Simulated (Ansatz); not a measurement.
# GaH2ClO (SMILES [OH][GaH][Cl]): CCSD/def2-SVPD

What is the vertical ionisation energy of GaH2ClO at CCSD/def2-SVPD? 

The results are computed with Ansatz 0.2.0.

37 further runs of the same task are left out: 37 set aside as unsound or not needed. Runs told in other sessions of the task aren't counted.

## 1. Starting point

GaH2ClO: 5 atoms, total charge 0, spin state singlet. As SMILES, `[OH][GaH][Cl]`. The shape is that of a PBE0-D4/def2-TZVP optimisation. This is one conformer, not always the lowest.

Bond lengths: O1–Ga2 1.772 Å, Ga2–Cl3 2.145 Å, O1–H4 0.960 Å, Ga2–H5 1.541 Å. Angles: O1–Ga2–Cl3 115.0°, O1–Ga2–H5 122.5°, Cl3–Ga2–H5 122.5°, Ga2–O1–H4 113.5°.

## 2. The energy at CCSD/def2-SVPD

Input file job.yaml:

```yaml
crystal:
  periodic: [false, false, false]
  atoms:
    - {symbol: O, position_ang: [-1.152400, 0.516000, -0.496900]}
    - {symbol: Ga, position_ang: [0.470000, 0.208100, 0.146200]}
    - {symbol: Cl, position_ang: [0.927500, -1.856600, 0.504600]}
    - {symbol: H, position_ang: [-1.672300, -0.281800, -0.622300]}
    - {symbol: H, position_ang: [1.477200, 1.340600, 0.426900]}
basis:
  gaussian: {orbitals: def2-SVPD}
scf: {omitted_lower_state_checks: [cluster_reference, increment]}
correlation: {method: ccsd, frozen_orbitals: {Cl: 5, Ga: 9, H: 0, O: 1}}
accuracy: high
```

Launch:

```
ansatz run job.yaml --threads 1 --pin off --max-ram 2610MiB --events-out events.jsonl --progress --plain --runs-dir runs
```

The log of the run, cut to the lines that bear on the results:

```text
Warning: RAYON_NUM_THREADS=1 ignored (pool sized by the plan → 1); use --threads N
Functional definition: HF
  name "HF"
[...]
1965 factors; integrals over basis functions are off by at most 4.1e-9 eV
[...]
mean field -66897.15928410 eV, -2458.4252591674 hartree, gradient 1.8e-8 eV, S^2 0.000000; 0 other end points of the search recorded, 0 dependent functions left out
15 core orbitals not correlated: weight in the atoms' cores, before any rotation towards them, 1.000 or more for the frozen orbitals, at most 0.000 for the correlated occupied ones
reference -66897.15928410 eV, -2458.4252591674 hartree; 14, 14 occupied and 75, 75 virtual orbitals, 1965 factors
second order -15.30163205 eV of doubles, -0.00000000 eV of singles
cycle   1  -15.01699538 eV  change    2.8e-1 eV  update   1.1e-1
[...]
cycle  20  -15.54694838 eV  change   -2.1e-9 eV  update   2.5e-9
Total energy: -66912.70623247 eV, -2458.9965989821 hartree
Checks for a lower state left out: cluster_reference, increment
```

Run time: 26 s. Hardware: 1 thread of Arm Neoverse V2, shared host; peak memory 0.66 GiB.

## 3. The doublet cation, same level

Input file run.yaml:

```yaml
crystal:
  periodic: [false, false, false]
  atoms:
    - {symbol: O, position_ang: [-1.152400, 0.516000, -0.496900]}
    - {symbol: Ga, position_ang: [0.470000, 0.208100, 0.146200]}
    - {symbol: Cl, position_ang: [0.927500, -1.856600, 0.504600]}
    - {symbol: H, position_ang: [-1.672300, -0.281800, -0.622300]}
    - {symbol: H, position_ang: [1.477200, 1.340600, 0.426900]}
basis:
  gaussian: {orbitals: def2-SVPD}
total_charge: 1
magnetization: {spin_polarized: true, initial_magnetization: 1}
correlation: {method: ccsd, frozen_orbitals: {Cl: 5, Ga: 9, H: 0, O: 1}}
accuracy: high
scf: {omitted_lower_state_checks: [cluster_reference, increment]}
```

Launch:

```
ansatz run run.yaml --threads 1 --pin off --max-ram 2610MiB --events-out events.jsonl --progress --plain --runs-dir runs
```

The log of the run, cut to the lines that bear on the results:

```text
Warning: RAYON_NUM_THREADS=1 ignored (pool sized by the plan → 1); use --threads N
[... 2 set-up lines as earlier in the session ...]
[...]
1965 factors; integrals over basis functions are off by at most 4.1e-9 eV
[...]
mean field -66886.67899510 eV, -2458.0401156506 hartree, gradient 2.6e-8 eV, S^2 0.756546; 17 other end points of the search recorded, 0 dependent functions left out
15 core orbitals not correlated: weight in the atoms' cores, before any rotation towards them, 1.000 or more for the frozen orbitals, at most 0.000 for the correlated occupied ones
reference -66886.67899510 eV, -2458.0401156506 hartree; 14, 13 occupied and 75, 76 virtual orbitals, 1965 factors
second order -13.52969629 eV of doubles, -0.00000000 eV of singles
cycle   1  -13.63275123 eV  change   -1.0e-1 eV  update   9.5e-2
[...]
cycle  46  -14.19145314 eV  change    1.4e-9 eV  update   3.2e-9
Total energy: -66900.87044824 eV, -2458.5616419341 hartree
Checks for a lower state left out: cluster_reference, increment
```

It took 4 min on 1 thread of Arm Neoverse V2, shared host; peak memory 1.4 GiB.

## 4. Outcome

Level: CCSD/def2-SVPD, 15 core orbitals frozen.

```
                                                     quantity           value
                                singlet GaH2ClO: total energy  -2458.99660 Eh
singlet GaH2ClO: correlation energy (15 core orbitals frozen)      -571.3 mEh
                               singlet GaH2ClO: T1 diagnostic           0.014
                                 doublet cation: total energy  -2458.56164 Eh
 doublet cation: correlation energy (15 core orbitals frozen)      -521.5 mEh
            doublet cation: ⟨S²⟩ of the reference determinant           0.757
                                doublet cation: T1 diagnostic           0.046
           vertical ionisation energy (to the doublet cation)       11.836 eV
```

Removing an electron at fixed nuclei costs 11.84 eV (273 kcal/mol). The T1 diagnostic (doublet cation) of 0.046 is above the customary mark for such species, so a single reference may not serve.
